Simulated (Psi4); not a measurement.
**GaH3F− (SMILES [F][GaH3-]): CAM-B3LYP/cc-pVDZ (sweep point 1)**

What is the vertical electron affinity of GaH3F− at CAM-B3LYP/cc-pVDZ (sweep point 1)? 

The calculation is run with Psi4 1.11.

## (1) Starting point

GaH3F− has 5 atoms, charge -1, and is taken as a singlet. SMILES: `[F][GaH3-]`. Geometry: a GFN2-xTB relaxation, a rough one for these elements and not checked as a minimum.

Bond lengths: F1–Ga2 1.781 Å, Ga2–H3 1.554 Å, Ga2–H4 1.555 Å, Ga2–H5 1.553 Å. Angles: F1–Ga2–H3 106.4°, F1–Ga2–H4 106.1°, F1–Ga2–H5 106.7°, H3–Ga2–H4 112.4°, H3–Ga2–H5 112.1°, H4–Ga2–H5 112.7°.

## (2) The energy at CAM-B3LYP/cc-pVDZ (sweep point 1)

File input.in:

```
memory 1600 MB

molecule system {
  -1 1
  F     -0.500550    -0.495900     1.533090
  Ga     0.029420     0.026920    -0.084310
  H     -0.873870     1.229730    -0.473840
  H     -0.177300    -1.196140    -1.021500
  H      1.522310     0.435400     0.046550
  symmetry c1
}

set {
  basis cc-pVDZ
  puream true
  scf_type pk
  dft_radial_points 99
  dft_spherical_points 590
}

energy("cam-b3lyp")
print_variables()
```

Run with:

```sh
$ psi4 -n 1 input.in input.out
```

input.out:

```text
[...]
  Running in c1 symmetry.
[...]
  Nuclear repulsion =  120.551075865847068
[...]
  Multiplicity = 1
[...]
  Nalpha       = 22
  Nbeta        = 22
[...]
    Number of basis functions: 56
[...]
   @RKS iter   1: -2025.76392165123571   -3.18443e+00   1.97495e-02 DIIS/ADIIS
[...]
   @RKS iter   8: -2026.62106745292886   -3.60467e-08   3.75983e-07 DIIS
[...]
    Orbital Energies [Eh]
    ---------------------
    Doubly Occupied:
       1A   -372.409448     2A    -45.767276     3A    -40.521844
       4A    -40.521833     5A    -40.521669     6A    -24.459739
       7A     -5.335845     8A     -3.620161     9A     -3.618881
      10A     -3.618855    11A     -0.945484    12A     -0.670146
      13A     -0.670107    14A     -0.665844    15A     -0.665373
      16A     -0.665329    17A     -0.317006    18A     -0.205262
      19A     -0.205155    20A     -0.197946    21A     -0.118962
      22A     -0.118463
[...]
  @RKS Final Energy: -2026.62106745292886
   => Energetics <=
    Nuclear Repulsion Energy =            120.5510758658470678
    One-Electron Energy =               -3076.2517542693708492
    Two-Electron Energy =                 996.3820444319950411
    DFT Exchange-Correlation Energy =     -67.3024334813998450
    Empirical Dispersion Energy =           0.0000000000000000
    VV10 Nonlocal Energy =                  0.0000000000000000
    Total Energy =                      -2026.6210674529288553
[...]
 Multipole Moments:
 ------------------------------------------------------------------------------------
     Multipole            Electronic (a.u.)      Nuclear  (a.u.)        Total (a.u.)
 ------------------------------------------------------------------------------------
 L = 1.  Multiply by 2.5417464519 to convert [e a0] to [Debye]
 Dipole X            :         -0.3266563            0.3612003            0.0345439
 Dipole Y            :         -0.3396123            0.3667300            0.0271177
 Dipole Z            :          1.0458002           -1.1294028           -0.0836025
 Magnitude           :                                                    0.0944354
[...]
```

Wall time 13 s (1 thread of Intel Xeon Platinum 8488C (Sapphire Rapids), shared host); peak memory 0.86 GiB.

## (3) Doublet [GaH3F]2− at the same level

File job.in:

```
memory 1600 MB

molecule {
  -2 2
  F     -0.500550    -0.495900     1.533090
  Ga     0.029420     0.026920    -0.084310
  H     -0.873870     1.229730    -0.473840
  H     -0.177300    -1.196140    -1.021500
  H      1.522310     0.435400     0.046550
  symmetry c1
}

set {
  basis cc-pVDZ
  reference uks
  puream true
  scf_type pk
  dft_radial_points 99
  dft_spherical_points 590
  maxiter 150
}

E, wfn = energy('cam-b3lyp', return_wfn=True)
```

Run with:

```sh
$ psi4 -n 1 job.in job.out
```

job.out:

```text
[...]
  Running in c1 symmetry.
[...]
  Nuclear repulsion =  120.551075865847068
[...]
  Multiplicity = 2
[...]
  Nalpha       = 23
  Nbeta        = 22
[...]
    Number of basis functions: 56
[...]
   @UKS iter   1: -2025.08461758049862   -2.50512e+00   2.20848e-02 ADIIS/DIIS
[...]
   @UKS iter  10: -2026.32963258786299   -4.75475e-08   5.61635e-07 DIIS
[...]
   @S^2 Observed:                7.513660643E-01
[...]
    Orbital Energies [Eh]
    ---------------------
    Alpha Occupied:
       1A   -372.195121     2A    -45.551868     3A    -40.306774
       4A    -40.306758     5A    -40.305998     6A    -24.247960
       7A     -5.120600     8A     -3.404532     9A     -3.404500
      10A     -3.403274    11A     -0.736507    12A     -0.455499
      13A     -0.455435    14A     -0.450469    15A     -0.450014
      16A     -0.449986    17A     -0.110500    18A      0.000932
      19A      0.001060    20A      0.005891    21A      0.084310
      22A      0.084763    23A      0.322644
    Alpha Virtual:
      24A      0.479131    25A      0.479508    26A      0.561159
[...]
  @UKS Final Energy: -2026.32963258786299
   => Energetics <=
    Nuclear Repulsion Energy =            120.5510758658470678
    One-Electron Energy =               -3085.2970258718578407
    Two-Electron Energy =                1005.8076173271124389
    DFT Exchange-Correlation Energy =     -67.3912999089645979
    Empirical Dispersion Energy =           0.0000000000000000
    VV10 Nonlocal Energy =                  0.0000000000000000
    Total Energy =                      -2026.3296325878629887
[...]
 Multipole Moments:
 ------------------------------------------------------------------------------------
     Multipole            Electronic (a.u.)      Nuclear  (a.u.)        Total (a.u.)
 ------------------------------------------------------------------------------------
 L = 1.  Multiply by 2.5417464519 to convert [e a0] to [Debye]
 Dipole X            :         -0.6927744            0.3612003           -0.3315741
 Dipole Y            :         -0.6995490            0.3667300           -0.3328191
 Dipole Z            :          2.1569797           -1.1294028            1.0275769
 Magnitude           :                                                    1.1298780
[...]
```

It took 17 s on 1 thread of Intel Xeon Platinum 8488C (Sapphire Rapids), shared host; peak memory 0.86 GiB.

## (4) What came out

Level: CAM-B3LYP/cc-pVDZ (sweep point 1).

```
                                                             quantity           value
                                         singlet GaH3F−: total energy  -2026.62107 Eh
                                          singlet GaH3F−: HOMO energy        -3.22 eV
                                          singlet GaH3F−: LUMO energy         7.09 eV
singlet GaH3F−: HOMO–LUMO gap (to an unbound level, set by the basis)        10.32 eV
                                      doublet [GaH3F]2−: total energy  -2026.32963 Eh
                doublet [GaH3F]2−: HOMO energy (highest over α and β)         8.78 eV
                 doublet [GaH3F]2−: LUMO energy (lowest over α and β)        12.42 eV
                                              doublet [GaH3F]2−: ⟨S²⟩           0.751
                  vertical electron affinity (to the doublet dianion)       -7.930 eV
```

What this shows: The dianion lies 7.93 eV (183 kcal/mol) above the anion: the electron isn't bound at this level, and such a value depends on the basis. Without diffuse functions anions come out too high. The HOMO (doublet [GaH3F]2−) lies at positive energy, 8.78 eV; only total energies tell whether the electron is bound.
